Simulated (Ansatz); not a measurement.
Write the native input for Ansatz 0.2.0 that does the following.

```yaml
Task: relaxation of cell and atoms
Functional: r2SCAN
Potentials_or_basis: Ansatz PAW
Cutoff: "500 eV (not typed: the program's choice for these potentials)"
k_mesh: 8 × 8 × 1
Occupations: fermi-dirac, width 0.05 eV
Spin: collinear spin, ferromagnetic start
Starting_moments: "[1.0, 1.0, 1.0, 1.0, 0.0, 0.0, 0.6, 0.6, 0.0, 0.0] μB"
```

Crystal: NiMoIrPdW.

```
CELL_PARAMETERS angstrom
2.77046 0.00000 0.00000
-1.38523 2.39928 0.00000
0.00000 0.00000 21.88122
ATOMIC_POSITIONS crystal
Ni 0.33333 0.66667 0.04433
Ni 0.66667 0.33333 0.95562
Mo 0.66667 0.33333 0.34270
Mo 0.66667 0.33333 0.76320
Pd 0.33333 0.66667 0.44768
Pd 0.33333 0.66667 0.65723
Ir 0.33333 0.66667 0.23988
Ir 0.33333 0.66667 0.86050
W 0.66667 0.33333 0.13646
W 0.66667 0.33333 0.55240
```

The cell was built by a generator and needn't be a form met in nature.

These files were run (other wordings do the same):

input.yaml

```yaml
crystal:
  lattice:
    - [2.77046, 0.0, 0.0]
    - [-1.38523, 2.39928, 0.0]
    - [0.0, 0.0, 21.88122]
  atoms:
    - { symbol: Ni, position: [0.33333, 0.66667, 0.04433], spin: 1.0 }
    - { symbol: Ni, position: [0.66667, 0.33333, 0.95562], spin: 1.0 }
    - { symbol: Mo, position: [0.66667, 0.33333, 0.3427], spin: 1.0 }
    - { symbol: Mo, position: [0.66667, 0.33333, 0.7632], spin: 1.0 }
    - { symbol: Pd, position: [0.33333, 0.66667, 0.44768] }
    - { symbol: Pd, position: [0.33333, 0.66667, 0.65723] }
    - { symbol: Ir, position: [0.33333, 0.66667, 0.23988], spin: 0.6 }
    - { symbol: Ir, position: [0.33333, 0.66667, 0.8605], spin: 0.6 }
    - { symbol: W, position: [0.66667, 0.33333, 0.13646] }
    - { symbol: W, position: [0.66667, 0.33333, 0.5524] }
hamiltonian:
  xc: r2scan
  pseudopotentials: { kind: paw }
magnetization:
  spin_polarized: true
kpoints:
  mp_grid: { grid: [8, 8, 1] }
scf:
  occupations: { method: fermi_dirac, width: 0.05 }
output:
  forces: true
  stress: true
  eigenvalues: true
relax:
  f_tol: 0.01
  max_steps: 40
  cell: { stress_tol: 0.05 }
```

Potentials or basis: Ansatz PAW.

Command:

```console
$ ansatz run input.yaml --threads 8 --pin off --max-ram 20480MiB --backend cpu --events-out ev --progress --plain --runs-dir out
```

Results of the run:

| Property | Result |
| --- | --- |
| Relaxed volume | 14.24 Å³/atom |
| Relaxed cell | a = 2.746 Å, b = 2.746 Å, c = 21.801 Å, α = 90.00°, β = 90.00°, γ = 120.00° |
| Space group after relaxing (to 0.05 Å) | P3m1 (No. 156) |
| Energy gained by relaxing | 6.2 meV/atom |
| Ionic steps | 6 |
| Pressure after relaxing | 0.0 GPa |
| Band gap on the k mesh | none (metal or under the smearing width) |
| Net moment | 0.66 μB per cell |
| Absolute moment | 1.08 μB per cell |
| Site moments | Ni +0.36, +0.45; Mo +0.00, -0.04; Pd -0.01, -0.00; Ir -0.00; W +0.01, -0.01 μB |

Caveat: the magnetic or orbital state may not be the lowest; the plane-wave basis is chosen anew once the cell has moved, so the energies of steps on either side of that aren't comparable; the PAW data sets come from PBE, with cores solved anew for the run's functional, which leaves a small shift of forces and pressure.

It took 2.4 min on 8 threads of AMD EPYC 7B13 (Zen 3), on a shared host, peak memory 1.7 GiB.
